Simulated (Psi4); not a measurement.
# TPSSh/aug-cc-pVDZ run of SiHBrO (SMILES O[Si]Br)

What is the vertical singlet–triplet gap of SiHBrO at TPSSh/aug-cc-pVDZ? 

The results are computed with Psi4 1.11.

1 further run of the same task is left out (set aside as unsound or not needed).

## Step 1: The system as given

SiHBrO has 4 atoms, charge 0, and is taken as a singlet. As SMILES, `O[Si]Br`. Geometry: relaxed at PBE0-D4/def2-TZVP.

Bond lengths: O1–Si2 1.636 Å, Si2–Br3 2.289 Å, O1–H4 0.963 Å. Angles: O1–Si2–Br3 101.2°, Si2–O1–H4 120.7°.

## Step 2: A single-point energy at TPSSh/aug-cc-pVDZ

input.inp reads:

```
memory 1.6 GB

molecule mol {
  O     -0.885200     0.465100    -0.454500
  Si    -0.590500    -0.799600     0.539800
  Br     1.692600    -0.725200     0.691600
  H     -0.161400     0.999400    -0.797200
  symmetry c1
}

set {
  basis                aug-cc-pVDZ
  reference            rks
  puream               true
  e_convergence        1e-09
  d_convergence        1e-08
  scf_type             pk
  dft_radial_points    99
  dft_spherical_points 590
}

e, wfn = energy("tpssh", return_wfn=True)
oeprop(wfn, "MAYER_INDICES", "DIPOLE", "MULLIKEN_CHARGES", title="TPSSH")
print_variables()
```

Started as:

```sh
psi4 input.inp input.out -n 1
```

input.out:

```text
[...]
  Running in c1 symmetry.
[...]
  Nuclear repulsion =  211.840014137076139
[...]
  Multiplicity = 1
[...]
  Nalpha       = 29
  Nbeta        = 29
[...]
    Number of basis functions: 95
[...]
   @RKS iter   1: -2939.09308728627548   -1.39469e+00   1.04023e-02 ADIIS/DIIS
[...]
   @RKS iter  12: -2939.44830713705051   -9.54969e-12   5.18973e-09 DIIS
[...]
    Orbital Energies [Eh]
    ---------------------
    Doubly Occupied:
       1A   -482.578296     2A    -66.076683     3A    -62.295741
       4A    -56.081820     5A    -56.080706     6A    -56.080185
       7A    -19.115441     8A     -8.631807     9A     -6.449116
      10A     -6.444365    11A     -6.442638    12A     -5.285282
      13A     -3.635194    14A     -3.633748    15A     -3.629018
      16A     -2.569674    17A     -2.568577    18A     -2.567287
      19A     -2.563536    20A     -2.563447    21A     -1.025095
      22A     -0.754039    23A     -0.567190    24A     -0.441094
      25A     -0.370812    26A     -0.365066    27A     -0.299506
      28A     -0.294500    29A     -0.259562
[...]
  @RKS Final Energy: -2939.44830713705051
   => Energetics <=
    Nuclear Repulsion Energy =            211.8400141370761389
    One-Electron Energy =               -4509.1433829496099861
    Two-Electron Energy =                1467.1005880565116968
    DFT Exchange-Correlation Energy =    -109.2455263810279433
    Empirical Dispersion Energy =           0.0000000000000000
    VV10 Nonlocal Energy =                  0.0000000000000000
    Total Energy =                      -2939.4483071370505058
[...]
 Multipole Moments:
 ------------------------------------------------------------------------------------
     Multipole            Electronic (a.u.)      Nuclear  (a.u.)        Total (a.u.)
 ------------------------------------------------------------------------------------
 L = 1.  Multiply by 2.5417464519 to convert [e a0] to [Debye]
 Dipole X            :          8.1095735           -8.2434265           -0.1338530
 Dipole Y            :         -2.4490261            2.7469021            0.2978760
 Dipole Z            :          2.6146408           -2.8548365           -0.2401957
 Magnitude           :                                                    0.4053896
[...]
  Mulliken Charges: (a.u.)
   Center  Symbol    Alpha    Beta     Spin     Total
       1     O     4.25824  4.25824  0.00000 -0.51648
       2    SI     6.65905  6.65905  0.00000  0.68189
       3    BR    17.66221 17.66221  0.00000 -0.32441
       4     H     0.42050  0.42050  0.00000  0.15900
   Total alpha = 29.00000, Total beta = 29.00000, Total charge = -0.00000
  Mayer Bond Indices:
[...]
```

Wall time 28 s (1 thread of Intel Xeon 6975P-C (Granite Rapids), shared host); peak memory 1.1 GiB.

## Step 3: The triplet: energy and gradient at UTPSSh/aug-cc-pVDZ

brhosi.in reads:

```
memory 1600 mb

molecule system {
  0 3
  O     -0.885200     0.465100    -0.454500
  Si    -0.590500    -0.799600     0.539800
  Br     1.692600    -0.725200     0.691600
  H     -0.161400     0.999400    -0.797200
  symmetry c1
  no_reorient
  no_com
}

set globals {
  basis                aug-cc-pVDZ
  reference            uks
  puream               true
  e_convergence        1e-09
  d_convergence        1e-08
  scf_type             pk
  dft_radial_points    99
  dft_spherical_points 590
  maxiter              200
}

e, wfn = gradient('tpssh', return_wfn=True)
```

Started as:

```sh
psi4 brhosi.in brhosi.out -n 1
```

brhosi.out:

```text
[...]
  Running in c1 symmetry.
[...]
  Nuclear repulsion =  211.840014137076111
[...]
  Multiplicity = 3
[...]
  Nalpha       = 30
  Nbeta        = 28
[...]
    Number of basis functions: 95
[...]
   @UKS iter   1: -2939.00560564817170   -1.30721e+00   1.02438e-02 DIIS/ADIIS
[...]
   @UKS iter  14: -2939.34839807223625   -4.54747e-13   2.63103e-09 DIIS
[...]
   @S^2 Observed:                2.002989997E+00
[...]
    Orbital Energies [Eh]
    ---------------------
    Alpha Occupied:
       1A   -482.595738     2A    -66.089967     3A    -62.312341
       4A    -56.099919     5A    -56.096731     6A    -56.096612
       7A    -19.102007     8A     -8.648254     9A     -6.469296
      10A     -6.458523    11A     -6.457773    12A     -5.300249
      13A     -3.650782    14A     -3.648296    15A     -3.647402
      16A     -2.588756    17A     -2.586119    18A     -2.585487
      19A     -2.577258    20A     -2.577257    21A     -1.016666
      22A     -0.768909    23A     -0.569130    24A     -0.450965
      25A     -0.371003    26A     -0.367727    27A     -0.314679
      28A     -0.307276    29A     -0.298209    30A     -0.160747
    Alpha Virtual:
[...]
  @UKS Final Energy: -2939.34839807223625
   => Energetics <=
    Nuclear Repulsion Energy =            211.8400141370761105
    One-Electron Energy =               -4508.4872287634352688
    Two-Electron Energy =                1466.5608494371431334
    DFT Exchange-Correlation Energy =    -109.2620328830199412
    Empirical Dispersion Energy =           0.0000000000000000
    VV10 Nonlocal Energy =                  0.0000000000000000
    Total Energy =                      -2939.3483980722362503
[...]
 Multipole Moments:
 ------------------------------------------------------------------------------------
     Multipole            Electronic (a.u.)      Nuclear  (a.u.)        Total (a.u.)
 ------------------------------------------------------------------------------------
 L = 1.  Multiply by 2.5417464519 to convert [e a0] to [Debye]
 Dipole X            :        -82.7365767           82.6396132           -0.0969635
 Dipole Y            :         60.3410172          -60.1994934            0.1415238
 Dipole Z            :        -51.7634159           51.6462150           -0.1172008
 Magnitude           :                                                    0.2077666
[...]
  -Total Gradient:
     Atom            X                  Y                   Z
    ------   -----------------  -----------------  -----------------
       1        0.028642528696    -0.027329297176     0.023517522141
       2       -0.025034588436     0.017169352508    -0.015418817286
       3        0.000435922912     0.008947503191    -0.006804942651
       4       -0.004054002530     0.001211441847    -0.001293934342
[...]
```

Wall time 74 s (1 thread of Intel Xeon 6975P-C (Granite Rapids), shared host); peak memory 1.1 GiB.

## Step 4: Outcome

At TPSSh/aug-cc-pVDZ:

```
                                        quantity           value
                           singlet: total energy  -2939.44831 Eh
                          singlet: dipole moment          1.03 D
                            singlet: HOMO energy        -7.06 eV
                            singlet: LUMO energy        -2.70 eV
                          singlet: HOMO–LUMO gap         4.36 eV
                           triplet: total energy  -2939.34840 Eh
                          triplet: dipole moment          0.53 D
     triplet: HOMO energy (highest over α and β)        -4.37 eV
                                   triplet: ⟨S²⟩           2.003
               triplet: largest force on an atom      2.368 eV/Å
vertical energy of the triplet above the singlet        2.719 eV
```

What this shows: At this shape the triplet lies 2.72 eV (63 kcal/mol) above the singlet.
